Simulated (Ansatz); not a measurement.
# KNH2 (SMILES [NH2][K]): functionals against CCSD(T) at one geometry

How do the functionals fare away from a minimum? The structure is a structure displaced at random from a GFN2-xTB minimum.

Program: Ansatz 0.2.0, Gaussian basis. Level of theory: single points in def2-TZVPP. These are calculated values, not measurements.

Correlated methods freeze the cores. The outer core shell of Li, Na, Mg and K is correlated. B3LYP uses VWN-RPA correlation.

## (1) Starting geometry

SMILES `[NH2][K]`, 4 atoms, charge 0, spin multiplicity 1.

Atoms are counted from 1 here; the program's logs count them from 0.

Bond lengths: N1–K2 2.494 Å, N1–H3 1.001 Å, N1–H4 0.945 Å. Angles: K2–N1–H3 114.0°, K2–N1–H4 112.7°, H3–N1–H4 104.4°.

Coordinates:

```xyz
4
charge 0, multiplicity 1
N    -0.2618   -0.2085   -0.3718
K     1.7571   -0.3510    1.0847
H    -1.1289   -0.2696    0.1255
H    -0.3166    0.6099   -0.8405
```

## (2) CCSD(T)/def2-TZVPP

run/in.yaml reads:

```yaml
crystal:
  periodic: [false, false, false]
  atoms:
    - {symbol: N, position_ang: [-0.261800, -0.208500, -0.371800]}
    - {symbol: K, position_ang: [1.757100, -0.351000, 1.084700]}
    - {symbol: H, position_ang: [-1.128900, -0.269600, 0.125500]}
    - {symbol: H, position_ang: [-0.316600, 0.609900, -0.840500]}
basis:
  gaussian: {orbitals: def2-TZVPP}
correlation: {method: ccsd_t}
output: {forces: true}
```

No record of the launch command was kept for these runs.

## (3) PBE0-D4/def2-TZVPP

run/in.yaml, as its differences from that of step 2:

```diff
@@ -9,3 +9,3 @@
   gaussian: {orbitals: def2-TZVPP}
-correlation: {method: ccsd_t}
-output: {forces: true}
+hamiltonian: {xc: pbe0, dispersion: d4}
+output: {forces: true, orbitals: {seedname: orbitals}}
```

## (4) wB97M-V/def2-TZVPP

run/in.yaml, as its differences from that of step 3:

```diff
@@ -9,3 +9,3 @@
   gaussian: {orbitals: def2-TZVPP}
-hamiltonian: {xc: pbe0, dispersion: d4}
-output: {forces: true, orbitals: {seedname: orbitals}}
+hamiltonian: {xc: {name: wB97M-V}}
+output: {forces: true}
```

## (5) r2SCAN-D4/def2-TZVPP

run/in.yaml, as its differences from that of step 4:

```diff
@@ -9,3 +9,3 @@
   gaussian: {orbitals: def2-TZVPP}
-hamiltonian: {xc: {name: wB97M-V}}
+hamiltonian: {xc: r2scan, dispersion: d4}
 output: {forces: true}
```

## (6) PBE-D4/def2-TZVPP

run/in.yaml, as its differences from that of step 5:

```diff
@@ -9,3 +9,3 @@
   gaussian: {orbitals: def2-TZVPP}
-hamiltonian: {xc: r2scan, dispersion: d4}
+hamiltonian: {xc: pbe, dispersion: d4}
 output: {forces: true}
```

## (7) B3LYP-D4/def2-TZVPP

run/in.yaml, as its differences from that of step 6:

```diff
@@ -9,3 +9,3 @@
   gaussian: {orbitals: def2-TZVPP}
-hamiltonian: {xc: pbe, dispersion: d4}
+hamiltonian: {xc: {name: B3LYP}, dispersion: d4}
 output: {forces: true}
```

## (8) r2SCAN0-D4/def2-TZVPP

run/in.yaml, as its differences from that of step 7:

```diff
@@ -9,3 +9,3 @@
   gaussian: {orbitals: def2-TZVPP}
-hamiltonian: {xc: {name: B3LYP}, dispersion: d4}
+hamiltonian: {xc: {name: r2SCAN0}, dispersion: d4}
 output: {forces: true}
```

(Steps that only read results are left out.)

Q: Predict the outcome of this session. Wanted: energy less free atoms, CCSD(T)/def2-TZVPP; RMS force component; RMS force error; HOMO and LUMO, PBE0-D4; T1 diagnostic.

**Answer**, as computed:

| quantity | value |
| --- | --- |
| energy less free atoms, CCSD(T)/def2-TZVPP | -903.6 kJ/mol |
| RMS force component | 1.563 to 1.785 eV/Å over the methods |
| RMS force error | PBE0-D4 0.055, wB97M-V 0.065, r2SCAN-D4 0.027, PBE-D4 0.175, B3LYP-D4 0.052, r2SCAN0-D4 0.142 eV/Å |
| HOMO and LUMO, PBE0-D4 | -3.61 and -1.10 eV |
| T1 diagnostic | 0.016 |

**Reading.** Against CCSD(T) the functionals' energies less atoms differ by -71.4 to -6.2 kJ/mol, PBE-D4 by -71.4 kJ/mol. CCSD(T) in triple zeta still lacks some correlation energy of the bonds, so part of these gaps is its own basis error and they don't rank the functionals. On forces the order runs from r2SCAN-D4 to PBE-D4. Frozen-core CCSD(T) forces in triple zeta carry basis errors of their own, and this is one geometry, so small gaps rank nothing.
